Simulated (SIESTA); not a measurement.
Ta3AsAu2O13:

```
CELL_PARAMETERS angstrom
5.24237 3.02668 4.14273
-5.24237 3.02668 4.14273
0.00000 -6.05337 4.14273
ATOMIC_POSITIONS crystal
Ta 0.23108 0.57229 0.23108
Ta 0.23108 0.23108 0.57229
Ta 0.57229 0.23108 0.23108
As 0.55878 0.55878 0.55878
Au 0.96559 0.96559 0.96559
Au 0.75105 0.75105 0.75105
O 0.40884 0.66762 0.40884
O 0.40884 0.40884 0.66762
O 0.66762 0.40884 0.40884
O 0.49726 0.01313 0.36024
O 0.36024 0.49726 0.01313
O 0.01313 0.36024 0.49726
O 0.36024 0.01313 0.49726
O 0.01313 0.49726 0.36024
O 0.49726 0.36024 0.01313
O 0.10963 0.74806 0.10963
O 0.10963 0.10963 0.74806
O 0.74806 0.10963 0.10963
O 0.30840 0.30840 0.30840
```

The cell was built by a generator and needn't be a form met in nature.

Program: SIESTA 5.4.2. Alike in all runs: task band structure; no spin polarisation; cell as given; k mesh 4 × 4 × 4; smearing fermi-dirac 0.05 eV; grid cutoff 800 Ry; energy shift 0.003 Ry.

Q: Order these runs on this cell by their pressure, lowest first.
A. level LDA; potentials or basis PseudoDojo 0.4 standard (LDA files), DZP (energy shift 0.003 Ry; two zetas on semicore shells)
B. level RPBE; potentials or basis PseudoDojo 0.4 standard (PBE files), DZP (energy shift 0.003 Ry; two zetas on semicore shells)
C. level PBEsol; potentials or basis PseudoDojo 0.4 standard (PBEsol files), DZP (energy shift 0.003 Ry; two zetas on semicore shells)

A: A (-4.0 GPa), C (-1.0 GPa), B (3.8 GPa).

Caveats: short orbitals over semicore shells can move pressures by several GPa; the basis of atomic orbitals isn't converged, which shifts pressures, moduli and gaps; the potentials were made for another functional, which shifts forces and pressure (some runs).

Runs at the PBE level aren't shown here.
